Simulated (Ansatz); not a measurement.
**C₂H₆InN: small, medium and large basis sets**

One table from this session's results is given with a row withheld; the runs are named, their logs left out.

Method: one geometry, several basis sets; program: Ansatz 0.2.0, Gaussian basis.

The runs, in order: PBE0-D4/def2-SVP; ωB97M-V/def2-SVP; PBE0-D4/def2-QZVPP; ωB97M-V/def2-QZVPP; the functionals' def2-TZVPP values are taken from earlier runs.

**The relaxed structure**

All runs share one geometry, relaxed beforehand with PBE0-D4 in a triple-zeta def2 set. In takes the def2 core potential; no spin-orbit term is included.

10 atoms, charge 0, spin multiplicity 1.

Atoms are counted from 1 here; the program's logs count them from 0.

Bond lengths: N1–C2 1.360 Å, N1–H5 1.002 Å, N1–H6 1.011 Å, C2–C3 1.346 Å, C2–H7 1.086 Å, C3–H8 1.083 Å, C3–H9 1.080 Å, In4–H10 1.882 Å. Angles: C2–N1–H5 120.1°, C2–N1–H6 118.8°, H5–N1–H6 118.0°, N1–C2–C3 125.9°, N1–C2–H7 114.3°, C3–C2–H7 119.7°, C2–C3–H8 121.8°, C2–C3–H9 119.3°, H8–C3–H9 118.7°.

The first run:

in.yaml

```yaml
crystal:
  periodic: [false, false, false]
  atoms:
    - {symbol: N, position_ang: [-0.984458, 0.651702, -0.528806]}
    - {symbol: C, position_ang: [-0.650967, -0.572363, -0.038898]}
    - {symbol: C, position_ang: [0.166623, -0.810378, 1.003798]}
    - {symbol: In, position_ang: [2.023014, 0.116674, -1.119909]}
    - {symbol: H, position_ang: [-1.500439, 0.727352, -1.384402]}
    - {symbol: H, position_ang: [-0.465197, 1.460514, -0.215237]}
    - {symbol: H, position_ang: [-1.087591, -1.406028, -0.581653]}
    - {symbol: H, position_ang: [0.569680, -0.006937, 1.607476]}
    - {symbol: H, position_ang: [0.353054, -1.830440, 1.306674]}
    - {symbol: H, position_ang: [1.659181, 1.618803, -0.046043]}
basis:
  gaussian: {orbitals: def2-SVP}
hamiltonian: {xc: pbe0, dispersion: d4}
output: {orbitals: {seedname: orbitals}}
```

Run with:

```sh
ansatz run in.yaml --threads 4 --pin off --events-out ev --progress --plain --max-ram 10444MiB
```

Among the steps run: PBE0-D4 in def2-SVP; ωB97M-V in def2-SVP; PBE0-D4 in def2-QZVPP; ωB97M-V in def2-QZVPP.

One table of the session follows, with a row left open; its other results are not shown here.

It belongs to the step «Density functionals: the series». 

| functional | basis | HOMO (eV) | LUMO (eV) |
| --- | --- | --- | --- |
| PBE0-D4 | def2-SVP | ? | ? |
| PBE0-D4 | def2-TZVPP | -5.28 | -1.26 |
| PBE0-D4 | def2-QZVPP | -5.30 | -1.28 |
| ωB97M-V | def2-SVP | -7.17 | 0.39 |
| ωB97M-V | def2-TZVPP | -7.28 | 0.15 |
| ωB97M-V | def2-QZVPP | -7.30 | 0.07 |

Q: Estimate the row for PBE0-D4, def2-SVP from the others.

As computed: HOMO (eV): -5.19; LUMO (eV): -1.17. In the column «HOMO (eV)» it is the highest.
